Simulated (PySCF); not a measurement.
# TaS(NH2)3: geometry, NMR shifts and electronic excitations

Aim: predict the NMR shifts and electronic excitations of TaS(NH2)3 (`[NH2][Ta]([NH2])([NH2])=[S]`).

Programs: PySCF 2.14.0, with density-fitted response routines of our own. Each step states its level of theory. These are calculated values for one molecule in the gas phase, unless marked as measured. Atoms are numbered from 0 throughout.

**1. The molecule as given**

11 atoms, charge 0, multiplicity 1; geometry from: GFN2-xTB.

Bonds of the start (Å): Ta0–S1 2.24, Ta0–N2 1.99, Ta0–N5 1.99, Ta0–N8 1.99, N2–H3 1.02, N2–H4 1.02, N5–H6 1.02, N5–H7 1.02, N8–H9 1.02, N8–H10 1.02.

**2. Optimising the geometry at PBE0-D3(BJ)/def2-SVP**

Job settings and geometry (Å):

```
{"job": {"xc": "PBE0", "basis": "def2-SVP", "d3": "d3bj", "grid": 1, "maxiter": 40, "kind": "geom"}, "charge": 0, "multiplicity": 1}
Ta     0.003490     0.000610     0.284220
S      0.022390     0.015900     2.525820
N      1.928630    -0.018780    -0.226420
H      2.295420    -0.032080    -1.173260
H      2.725940    -0.015350     0.401990
N     -0.950770     1.677430    -0.211430
H     -1.335050     2.370160     0.423710
H     -1.144130     1.998120    -1.155710
N     -0.982620    -1.663480    -0.190880
H     -1.177480    -1.994810    -1.130920
H     -1.385800    -2.337730     0.452870
```

**Question.** This job is followed by: GIAO PBE0/pcSseg-1 Ta:def2-TZVP NMR shielding, non-relativistic, gas phase; TDDFT CAM-B3LYP/def2-SVPD, vertical, gas phase, core orbitals frozen in the response; GIAO B3LYP/pcSseg-1 Ta:def2-TZVP NMR shielding, non-relativistic, gas phase. Predict these results of the whole session: point group; rotational constants (main isotopes); 1H shifts against TMS (PBE0/def2-TZVP+pcSseg-1, means over atoms taken as alike); 33S shifts against CS2 (PBE0/def2-TZVP+pcSseg-1); 15N shifts against NH3 (PBE0/def2-TZVP+pcSseg-1, means over atoms taken as alike); lowest singlet (CAM-B3LYP/def2-SVPD); brightest single state of those computed; lowest triplet; range of the shift of S1.

The runs gave:

| quantity | value |
| --- | --- |
| point group | C3v |
| rotational constants (main isotopes) | 2.77, 1.92, 1.92 GHz |
| 1H shifts against TMS (PBE0/def2-TZVP+pcSseg-1, means over atoms taken as alike) | 4.35 ppm |
| 33S shifts against CS2 (PBE0/def2-TZVP+pcSseg-1) | 858 ppm |
| 15N shifts against NH3 (PBE0/def2-TZVP+pcSseg-1, means over atoms taken as alike) | 128.3 ppm |
| lowest singlet (CAM-B3LYP/def2-SVPD) | 4.58 eV (271 nm), f = 0.000 |
| brightest single state of those computed | state 9, 5.53 eV, f = 0.048 |
| lowest triplet | 4.05 eV |
| range of the shift of S1 | 858 to 880 ppm |

**Reading.** Relaxing lowered the energy by 0.202 eV in 5 steps; the close pair that moved most is Ta0–S1, from 2.242 to 2.173 Å. At PBE0/def2-TZVP+pcSseg-1: The widest tensor belongs to S1: span 1645 ppm, with a paramagnetic part of -1424 ppm. The first singlet state (HOMO→LUMO 0.47, HOMO−1→LUMO+1 0.46) lies at 4.58 eV and is dark; of the 10 states computed, the strongest absorption comes from states 7 to 8 together at 5.29 eV. The lowest triplet lies 0.54 eV below the lowest singlet (triplets in Tamm-Dancoff, singlets in full TDDFT). Spin-orbit coupling, left out, mixes singlets and triplets in elements this heavy. Across the 2 runs the shift of S1 moves most, between 858 (PBE0/def2-TZVP+pcSseg-1) and 880 ppm (B3LYP/def2-TZVP+pcSseg-1). Spin-orbit coupling is left out, which matters for shieldings and couplings at and beside the heavy atoms.
